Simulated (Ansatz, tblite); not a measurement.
# 1x4x4 RbCl rock-salt block (Rb₈Cl₈): rung by rung

One table from this session's results is given with a row withheld; the runs are named, their logs left out.

Computed with Ansatz 0.2.0, Gaussian basis. Level: as each input shows.

Plan: GFN1-xTB, GFN2-xTB, PBE-D4/def2-SVP, r2SCAN-D4/def2-SVP, MP2/def2-SVP, RPA/def2-SVP.

11 further runs of the same task are left out: 9 that didn't finish, 2 set aside as unsound or not needed. Runs told in other sessions of the task aren't counted.

## The geometry

The singlet was relaxed beforehand with PBE-D4/def2-SVP.

16 atoms, charge 0, spin multiplicity 1.

Bond lengths: Rb1–Cl2 3.043 Å, Rb1–Cl5 3.045 Å, Cl2–Rb3 3.179 Å, Cl2–Rb6 3.252 Å, Rb3–Cl4 3.057 Å, Rb3–Cl7 3.220 Å, Cl4–Rb8 3.059 Å, Cl5–Rb6 3.240 Å, Cl5–Rb9 3.178 Å, Rb6–Cl7 3.208 Å, Rb6–Cl10 3.209 Å, Cl7–Rb8 3.235 Å, Cl7–Rb11 3.206 Å, Rb8–Cl12 3.179 Å, Rb9–Cl10 3.236 Å, Rb9–Cl13 3.059 Å, Cl10–Rb11 3.209 Å, Cl10–Rb14 3.224 Å and more. Angles: Cl2–Rb1–Cl5 94.3°, Rb1–Cl2–Rb3 151.8°, Rb1–Cl2–Rb6 89.3°, Rb3–Cl2–Rb6 87.9°, Cl2–Rb3–Cl4 148.0°, Cl2–Rb3–Cl7 91.5°, Cl4–Rb3–Cl7 89.9°, Rb3–Cl4–Rb8 93.4°, Rb1–Cl5–Rb6 89.5°, Rb1–Cl5–Rb9 178.2°, Rb6–Cl5–Rb9 89.5°, Cl2–Rb6–Cl5 86.9°, Cl2–Rb6–Cl7 90.4°, Cl2–Rb6–Cl10 177.2°, Cl5–Rb6–Cl7 138.6°, Cl5–Rb6–Cl10 90.4°, Cl7–Rb6–Cl10 91.1°, Rb3–Cl7–Rb6 88.0° and more.

Rb takes a core potential in the def2 sets. No spin-orbit coupling is included.

PBE0-D4/def2-SVP was run before; its log isn't repeated, and its numbers join the tables.

Set-up of the first run:

Tight binding, by tblite at 300 K electronic temperature and without a spin-polarisation term:

```python
tblite.interface.Calculator('GFN1-xTB', numbers, positions, charge=0, uhf=0).singlepoint()
```

Tight binding, by tblite at 300 K electronic temperature and without a spin-polarisation term:

```python
tblite.interface.Calculator('GFN2-xTB', numbers, positions, charge=0, uhf=0).singlepoint()
```

start.molden holds the orbitals of an earlier run on this state, given as this run's starting guess.

The input, in.yaml:

```yaml
crystal:
  periodic: [false, false, false]
  atoms:
    - {symbol: Rb, position_ang: [0.232366, -4.651729, -4.518100]}
    - {symbol: Cl, position_ang: [-0.392759, -4.856457, -1.547056]}
    - {symbol: Rb, position_ang: [0.475203, -4.783150, 1.510128]}
    - {symbol: Cl, position_ang: [-0.371761, -4.611617, 4.442810]}
    - {symbol: Cl, position_ang: [0.120428, -1.609178, -4.567223]}
    - {symbol: Rb, position_ang: [-0.664442, -1.618302, -1.424225]}
    - {symbol: Cl, position_ang: [0.808050, -1.581876, 1.425821]}
    - {symbol: Rb, position_ang: [-0.058613, -1.569849, 4.542984]}
    - {symbol: Rb, position_ang: [0.067938, 1.568390, -4.542240]}
    - {symbol: Cl, position_ang: [-0.851806, 1.585109, -1.440047]}
    - {symbol: Rb, position_ang: [0.610561, 1.617712, 1.415863]}
    - {symbol: Cl, position_ang: [-0.104894, 1.608570, 4.575230]}
    - {symbol: Cl, position_ang: [0.419391, 4.605291, -4.427014]}
    - {symbol: Rb, position_ang: [-0.489436, 4.787488, -1.514328]}
    - {symbol: Cl, position_ang: [0.378670, 4.856746, 1.541379]}
    - {symbol: Rb, position_ang: [-0.178888, 4.652854, 4.526031]}
basis:
  gaussian: {orbitals: def2-SVP, initial_orbitals: start.molden}
hamiltonian: {xc: pbe, dispersion: d4}
scf: {omitted_lower_state_checks: [starts]}
output: {forces: true, orbitals: {seedname: orbitals}}
```

On the command line:

```console
> ansatz run in.yaml --threads 4 --pin off --events-out ev --progress --plain --max-ram 6963MiB
```

Among the steps run: PBE-D4/def2-SVP; r2SCAN-D4/def2-SVP; MP2/def2-SVP; RPA/def2-SVP.

One of the session's tables, all rows but one given; the rest of the session is left out.

It belongs to the step «Binding energy». 

| level | binding an atom (eV) |
| --- | --- |
| HF/def2-SVP | 2.318 |
| PBE-D4/def2-SVP | ? |
| r2SCAN-D4/def2-SVP | 2.929 |
| PBE0-D4/def2-SVP | 2.874 |
| RPA/def2-SVP | 2.382 |
| MP2/def2-SVP | 2.703 |

**Question.** Estimate the row for PBE-D4/def2-SVP.

The run gave: binding an atom (eV): 2.875. In the column «binding an atom (eV)» it lies between PBE0-D4/def2-SVP (2.874) and r2SCAN-D4/def2-SVP (2.929).

To keep in mind: Free atoms were run apart at each level; binding is atoms less cluster, divided by the number of atoms, without zero-point or spin-orbit terms.
